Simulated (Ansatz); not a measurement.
## NbH, space group I4/mmm: cell relaxations under several functionals

Run with the Ansatz DFT code, driven from Python.

Script `nbh_lattice.py`:
```python
"""Relaxed cell of NbH under several functionals."""

import ansatz
import numpy as np

def edges_and_angles(cell):
    cell = np.asarray(cell)
    a, b, c = np.linalg.norm(cell, axis=1)
    cosines = cell[1] @ cell[2] / (b * c), cell[0] @ cell[2] / (a * c), cell[0] @ cell[1] / (a * b)
    return (a, b, c, *np.degrees(np.arccos(cosines)))

xtal = (
    ansatz.Lattice.from_parameters(3.213928, 3.213928, 3.968602, alpha=90, beta=90, gamma=90)
    .space_group(139, hermann_mauguin="I4/mmm")
    .atom("Nb", [0.0, 0.0, 0.0])
    .atom("H", [0.0, 0.0, 0.5])
    .primitive()
)

base = (
    xtal.calculation()
    .scf(tolerance=1e-09)
    .basis(23 * ansatz.Ha)
    .occupations("Fermi-Dirac", width=0.15)
    .kpoints(mesh=(12, 12, 12), center="gamma")
    .relax(cell=True, force_tolerance=0.03)
)

levels = [("lda", "none"), ("r2scan", "none"), ("r2scan", "d4")]
print("level            a       b       c    alpha   beta  gamma  V/atom  steps")
for name, dispersion in levels:
    seen = []
    run = base.functional(name, dispersion=dispersion).session().plan()
    out = run.execute(on_event=lambda e: seen.append(e) if e["event"] == "relax_step" else None)
    cell = out.lattice.cell_ang
    label = name if dispersion == "none" else f"{name}+{dispersion}"
    print("{:13s} {:7.4f} {:7.4f} {:7.4f} {:6.2f} {:6.2f} {:6.2f}".format(label, *edges_and_angles(cell)), f"{abs(np.linalg.det(cell)) / len(out.lattice.sites):7.3f} {len(seen):5d}")
```

```console
$ python nbh_lattice.py
level            a       b       c    alpha   beta  gamma  V/atom  steps
DeckWarning: relax.cell: scf.convergence.dr2_threshold = 1e-9 eV is looser than the 2e-10 eV advised for a relaxation that steers and ends on the stress (1e-10 eV for each atom of the cell: 2). What an SCF threshold leaves in a stress goes as its square root, and in the free energy as the threshold itself, and one [...]
lda            2.9636  2.9636  2.9636 116.02 116.02  97.04   9.677     8
r2scan         2.9986  2.9986  2.9986 115.51 115.51  97.98  10.074     6
r2scan+d4      2.9916  2.9916  2.9916 115.44 115.44  98.10  10.010     6
```
(Warnings from the package without file and line, shortened.)

From smallest to largest: LDA (9.68 Å³ an atom, -5.6 % against the start), r2SCAN+D4 (10.01 Å³ an atom, -2.3 % against the start) and r2SCAN (10.07 Å³ an atom, -1.7 % against the start). The spread is 4.1 % in volume.

Forces vanish by symmetry, so the ions can't move, and the end may be a saddle. Dispersion corrections can be off by several per cent in the lattices of metals, and by several GPa in the pressure at a fixed cell. The mesh is modest for a metal, so energies can be off by several to tens of meV an atom and pressures by half a GPa or more; differences at equal mesh fare better. Edges and angles are those of the cell as typed, here a primitive one, not of the conventional cell. This cell is a computed structure, which may not be the phase found in nature. The whole script took 87 s on 1 thread of Intel(R) Xeon(R) Processor @ 2.30GHz, on a shared host, peak memory 0.66 GiB.
